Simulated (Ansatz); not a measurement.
# C2H5AlSi: one species, many methods

An exercise on one series of results from a longer session: the logs are not shown, and one member is left open.

Computed with Ansatz 0.2.0, Gaussian basis. Level: functionals in def2-TZVPP, the program's frozen cores in correlated methods.

Levels to be run: LDA (SPW92), PBE-D4, revPBE-D4, BLYP-D4, r2SCAN-D4, B97M-V, PBE0-D4, B3LYP-D4, r2SCANh-D4, r2SCAN0-D4, HSE06-D4, BHLYP-D4, CAM-B3LYP-D4, LC-ωPBE, ωB97X-V, ωB97M-V, B2PLYP, PBE-QIDH; CCSD(T)/def2-SVP; CCSD(T)/def2-TZVPP; MP2/def2-QZVPP; extrapolation to the limit; RPA on PBE.

### The relaxed structure

An earlier PBE0-D4 in a triple-zeta def2 set relaxation fixed the geometry.

SMILES `C#C[SiH2][AlH2]`, 9 atoms, charge 0, spin multiplicity 1.

Atoms are counted from 1 here; the program's logs count them from 0.

Bond lengths: C1–C2 1.208 Å, C1–H5 1.066 Å, C2–Si3 1.832 Å, Si3–Al4 2.457 Å, Si3–H6 1.488 Å, Si3–H7 1.488 Å, Al4–H8 1.588 Å, Al4–H9 1.588 Å. Angles: C2–C1–H5 178.8°, C1–C2–Si3 174.7°, C2–Si3–Al4 101.7°, C2–Si3–H6 108.2°, C2–Si3–H7 108.2°, Al4–Si3–H6 115.1°, Al4–Si3–H7 115.1°, H6–Si3–H7 108.1°, Si3–Al4–H8 120.1°, Si3–Al4–H9 120.1°, H8–Al4–H9 119.7°.

Coordinates:

```
C     0.1814    1.0949   -2.1797
C     0.4843    0.8218   -1.0425
Si    0.8110    0.3041    0.6846
Al   -1.0231   -1.2808    1.0830
H    -0.0689    1.3504   -3.1839
H     0.7932    1.5192    1.5441
H     2.1775   -0.2827    0.7425
H    -0.8453   -2.8139    0.7109
H    -2.4216   -0.7594    1.6240
```

The first run:

in.yaml reads:

```yaml
crystal:
  periodic: [false, false, false]
  atoms:
    - {symbol: C, position_ang: [0.181434, 1.094866, -2.179652]}
    - {symbol: C, position_ang: [0.484255, 0.821759, -1.042503]}
    - {symbol: Si, position_ang: [0.810966, 0.304150, 0.684604]}
    - {symbol: Al, position_ang: [-1.023074, -1.280783, 1.083037]}
    - {symbol: H, position_ang: [-0.068945, 1.350428, -3.183866]}
    - {symbol: H, position_ang: [0.793184, 1.519246, 1.544059]}
    - {symbol: H, position_ang: [2.177548, -0.282748, 0.742464]}
    - {symbol: H, position_ang: [-0.845277, -2.813869, 0.710882]}
    - {symbol: H, position_ang: [-2.421593, -0.759351, 1.623976]}
basis:
  gaussian: {orbitals: def2-TZVPP}
hamiltonian: {xc: lda}
output: {orbitals: {seedname: orbitals}}
```

Launch:

```bash
> ansatz run in.yaml --threads 2 --pin off --events-out ev --progress --plain --max-ram 4352MiB
```

Among the steps run: LDA; PBE-D4 (GGA); revPBE-D4 (GGA); BLYP-D4 (GGA); r2SCAN-D4 (meta-GGA); B97M-V (meta-GGA); PBE0-D4 (hybrid); B3LYP-D4 (hybrid); r2SCANh-D4 (hybrid); r2SCAN0-D4 (hybrid); HSE06-D4 (hybrid); BHLYP-D4 (hybrid); CAM-B3LYP-D4 (range-separated); LC-ωPBE (range-separated); ωB97X-V (range-separated); ωB97M-V (range-separated); B2PLYP (double hybrid); PBE-QIDH (double hybrid).

One of the session's tables, all rows but one given; the rest of the session is left out.

It belongs to the step «Orbital energies across the functionals». 

```
  functional  HOMO (eV)  LUMO (eV)  gap (eV)
 LDA (SPW92)      -6.37      -3.10      3.26
      PBE-D4      -6.27      -2.87      3.40
   revPBE-D4      -6.22      -2.76      3.47
     BLYP-D4      -6.12      -2.72      3.40
   r2SCAN-D4      -6.48      -2.61      3.87
      B97M-V      -6.53      -2.82      3.71
     PBE0-D4      -7.31      -2.09      5.22
    B3LYP-D4      -7.12      -2.28      4.84
  r2SCANh-D4      -6.86      -2.35      4.52
  r2SCAN0-D4      -7.45      -1.95      5.49
    HSE06-D4      -6.92      -2.46      4.46
    BHLYP-D4      -8.25      -1.27      6.97
CAM-B3LYP-D4          ?          ?         ?
     LC-ωPBE      -9.84      -0.04      9.80
     ωB97X-V      -9.51      -0.16      9.35
     ωB97M-V      -9.28      -0.44      8.85
```

Q: Estimate the row for CAM-B3LYP-D4 from the others.

The run gave: HOMO (eV): -8.55; LUMO (eV): -1.12; gap (eV): 7.42. In the column «HOMO (eV)» it lies between ωB97M-V (-9.28) and BHLYP-D4 (-8.25).
